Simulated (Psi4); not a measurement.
**AlClF2 (SMILES [F][Al]([F])[Cl]) at TPSS/def2-SVPD**

Aim: the energy change on altering one bond length of AlClF2 at TPSS/def2-SVPD, from 2 runs. 

Program for the calculation: Psi4 1.11.

1 further run of the same task is left out (set aside as unsound or not needed).

### Step 1. The molecule

AlClF2: 4 atoms, total charge 0, spin state singlet. As SMILES, `[F][Al]([F])[Cl]`. The coordinates come from a PBE0-D4/def2-TZVP relaxation.

Bond lengths: F1–Al2 1.631 Å, Al2–F3 1.631 Å, Al2–Cl4 2.061 Å. Angles: F1–Al2–F3 119.0°, F1–Al2–Cl4 120.5°, F3–Al2–Cl4 120.5°.

### Step 2. Energy and forces at TPSS/def2-SVPD

File alclf2.json:

```json
{
 "schema_name": "qcschema_input",
 "schema_version": 1,
 "molecule": {
  "schema_name": "qcschema_molecule",
  "schema_version": 2,
  "symbols": ["F", "Al", "F", "Cl"],
  "geometry": [1.88443489, 1.36392873, 2.17250474, 0.13092023, -0.0959036, 0.10123263, 0.5168212, -3.12526686, -0.3111623, -2.53219521, 1.85724173, -1.96259396],
  "molecular_charge": 0,
  "molecular_multiplicity": 1,
  "fix_symmetry": "c1",
  "fix_com": true,
  "fix_orientation": true
 },
 "driver": "gradient",
 "model": {
  "method": "tpss",
  "basis": "def2-SVPD"
 },
 "keywords": {
  "puream": true,
  "e_convergence": 1e-09,
  "d_convergence": 1e-08,
  "scf_type": "pk",
  "dft_radial_points": 99,
  "dft_spherical_points": 590,
  "scf_properties": ["MAYER_INDICES", "WIBERG_LOWDIN_INDICES", "QUADRUPOLE"]
 }
}
```

Launch:

```console
$ psi4 --qcschema alclf2.json -n 1 --memory 2200MB
```

stdout, shortened:

```text
[...]
  Running in c1 symmetry.
[...]
  Nuclear repulsion =  198.347935375407332
[...]
  Multiplicity = 1
[...]
  Nalpha       = 24
  Nbeta        = 24
[...]
    Number of basis functions: 97
[...]
   @RKS iter   1:  -902.03484076482664   -2.96749e-01   7.57217e-03 DIIS/ADIIS
[...]
   @RKS iter  11:  -902.22487178255733   -4.54747e-12   3.95416e-09 DIIS
[...]
    Orbital Energies [Eh]
    ---------------------
    Doubly Occupied:
       1A   -100.999121     2A    -55.715694     3A    -24.426615
       4A    -24.426609     5A     -9.271479     6A     -7.054804
       7A     -7.050121     8A     -7.049207     9A     -4.073658
      10A     -2.650264    11A     -2.644554    12A     -2.644336
      13A     -1.089669    14A     -1.081132    15A     -0.785130
      16A     -0.457492    17A     -0.420824    18A     -0.405271
      19A     -0.396725    20A     -0.382144    21A     -0.375127
      22A     -0.374752    23A     -0.329562    24A     -0.321002
[...]
  @RKS Final Energy:  -902.22487178255733
   => Energetics <=
    Nuclear Repulsion Energy =            198.3479353754073315
    One-Electron Energy =               -1645.9795182509640199
    Two-Electron Energy =                 613.3795012522099341
    DFT Exchange-Correlation Energy =     -67.9727901592105894
    Empirical Dispersion Energy =           0.0000000000000000
    VV10 Nonlocal Energy =                  0.0000000000000000
    Total Energy =                       -902.2248717825573294
[...]
 Multipole Moments:
 ------------------------------------------------------------------------------------
     Multipole            Electronic (a.u.)      Nuclear  (a.u.)        Total (a.u.)
 ------------------------------------------------------------------------------------
 L = 1.  Multiply by 2.5417464519 to convert [e a0] to [Debye]
 Dipole X            :         19.6215657          -19.7340508           -0.1124851
 Dipole Y            :        -14.3916007           14.4743194            0.0827187
 Dipole Z            :         15.2083906          -15.2959912           -0.0876006
 Magnitude           :                                                    0.1648306
 L = 2.  Multiply by 1.3450342976 to convert [e a0^2] to [Debye ang]
 Quadrupole XX       :       -168.9642594          143.5908263          -25.3734331
 Quadrupole XY       :         71.8981012          -71.5172243            0.3808768
[...]
  -Total Gradient:
     Atom            X                  Y                   Z
    ------   -----------------  -----------------  -----------------
       1       -0.014189937431    -0.012048605345    -0.016815951699
       2        0.009737440889    -0.007139833624     0.007536457619
       3       -0.003007487127     0.024662240216     0.003493182894
       4        0.007418992808    -0.005443498160     0.005754111235
[...]
```

The result, in JSON:

```text
{
 "driver": "gradient",
 "model": {
  "method": "tpss",
  "basis": "def2-SVPD"
 },
 "success": true,
 "return_result": [-0.014189937431302369, -0.012048605345327923, -0.016815951699396703, 0.009737440889354645, -0.007139833623583912, 0.0075364576192854076, -0.0030074871273401554, 0.02466224021572358, 0.0034931828937419737, 0.007418992807888852, -0.005443498159501972, 0.005754111235415679],
 "properties": {
  "calcinfo_nbasis": 97,
  "calcinfo_nmo": 97,
  "calcinfo_nalpha": 24,
  "calcinfo_nbeta": 24,
  "calcinfo_natom": 4,
  "nuclear_repulsion_energy": 198.34793537540733,
  "return_energy": -902.2248717825573,
  "return_gradient": [-0.014189937431302369, -0.012048605345327923, -0.016815951699396703, 0.009737440889354645, -0.007139833623583912, 0.0075364576192854076, -0.0030074871273401554, 0.02466224021572358, 0.0034931828937419737, 0.007418992807888852, -0.005443498159501972, 0.005754111235415679],
  "scf_one_electron_energy": -1645.979518250964,
  "scf_two_electron_energy": 613.3795012522099,
  "scf_xc_energy": -67.97279015921059,
  "scf_dipole_moment": [-0.11248507001265295, 0.08271869685696842, -0.08760059914253482],
  "scf_total_energy": -902.2248717825573,
  "scf_total_gradient": [-0.014189937431302369, -0.012048605345327923, -0.016815951699396703, 0.009737440889354645, -0.007139833623583912, 0.0075364576192854076, -0.0030074871273401554, 0.02466224021572358, 0.0034931828937419737, 0.007418992807888852, -0.005443498159501972, 0.005754111235415679],
  "scf_iterations": 11
 }
}
```

It took 47 s on 1 thread of Intel Xeon Platinum 8259CL at 2.50GHz (Skylake/Cascade Lake), shared host; peak memory 1 GiB.

### Step 3. The distorted shape at the same level

File calc.inp:

```
memory 2200 mb

molecule m {
  F      1.136386     0.837635     1.314049
  Al     0.069280    -0.050750     0.053570
  F      0.273490    -1.653820    -0.164660
  Cl    -1.339980     0.982810    -1.038560
  symmetry c1
  no_reorient
  no_com
}

set basis def2-SVPD
set puream true
set e_convergence 1e-09
set d_convergence 1e-08
set scf_type pk
set dft_radial_points 99
set dft_spherical_points 590

gradient("tpss")
```

Launch:

```console
$ psi4 -i calc.inp -o calc.out -n 1
```

calc.out, shortened:

```text
[...]
  Running in c1 symmetry.
[...]
  Nuclear repulsion =  190.796850735955047
[...]
  Multiplicity = 1
[...]
  Nalpha       = 24
  Nbeta        = 24
[...]
    Number of basis functions: 97
[...]
   @RKS iter   1:  -902.02068336066691   -3.75746e-01   7.46448e-03 DIIS/ADIIS
[...]
   @RKS iter  11:  -902.21013707785517   -2.38742e-12   6.11181e-09 DIIS
[...]
  @RKS Final Energy:  -902.21013707785517
   => Energetics <=
    Nuclear Repulsion Energy =            190.7968507359550472
    One-Electron Energy =               -1630.7544763347957542
    Two-Electron Energy =                 605.6428402787007599
    DFT Exchange-Correlation Energy =     -67.8953517577153178
    Empirical Dispersion Energy =           0.0000000000000000
    VV10 Nonlocal Energy =                  0.0000000000000000
    Total Energy =                       -902.2101370778551654
[...]
 Multipole Moments:
 ------------------------------------------------------------------------------------
     Multipole            Electronic (a.u.)      Nuclear  (a.u.)        Total (a.u.)
 ------------------------------------------------------------------------------------
 L = 1.  Multiply by 2.5417464519 to convert [e a0] to [Debye]
 Dipole X            :         17.0135325          -17.3668401           -0.3533076
 Dipole Y            :        -16.5121093           16.4450676           -0.0670417
 Dipole Z            :         12.1409113          -12.4997994           -0.3588882
 Magnitude           :                                                    0.5080567
[...]
  -Total Gradient:
     Atom            X                  Y                   Z
    ------   -----------------  -----------------  -----------------
       1        0.038822459998     0.032479258240     0.045904593335
       2       -0.040498322862    -0.049703409271    -0.051993638963
       3       -0.003969639935     0.022661538433     0.002046053288
       4        0.005714388435    -0.005379830625     0.004125202261
[...]
```

It took 50 s on 1 thread of Intel Xeon Platinum 8259CL at 2.50GHz (Skylake/Cascade Lake), shared host; peak memory 1 GiB.

### Step 4. Outcome

Level: TPSS/def2-SVPD.

| quantity | value |
| --- | --- |
| first shape: total energy | -902.22487 Eh |
| first shape: dipole moment | 0.42 D |
| first shape: HOMO energy | -8.73 eV |
| first shape: LUMO energy | -2.22 eV |
| first shape: HOMO–LUMO gap | 6.51 eV |
| first shape: largest force on an atom | 1.290 eV/Å |
| distorted shape: total energy | -902.21014 Eh |
| distorted shape: dipole moment | 1.29 D |
| distorted shape: HOMO energy | -8.90 eV |
| distorted shape: LUMO energy | -2.76 eV |
| distorted shape: HOMO–LUMO gap | 6.14 eV |
| distorted shape: largest force on an atom | 4.245 eV/Å |
| energy change with the F1–Al2 bond stretched from 1.631 to 1.875 Å | 0.401 eV |

In words: With the F1–Al2 bond stretched from 1.631 to 1.875 Å the energy rises by 0.40 eV (38.7 kJ/mol). The first shape isn't relaxed at this level, so the change isn't measured from a minimum. The largest force (first shape) is 1.29 eV/Å: the shape isn't a stationary point for this species at this level.
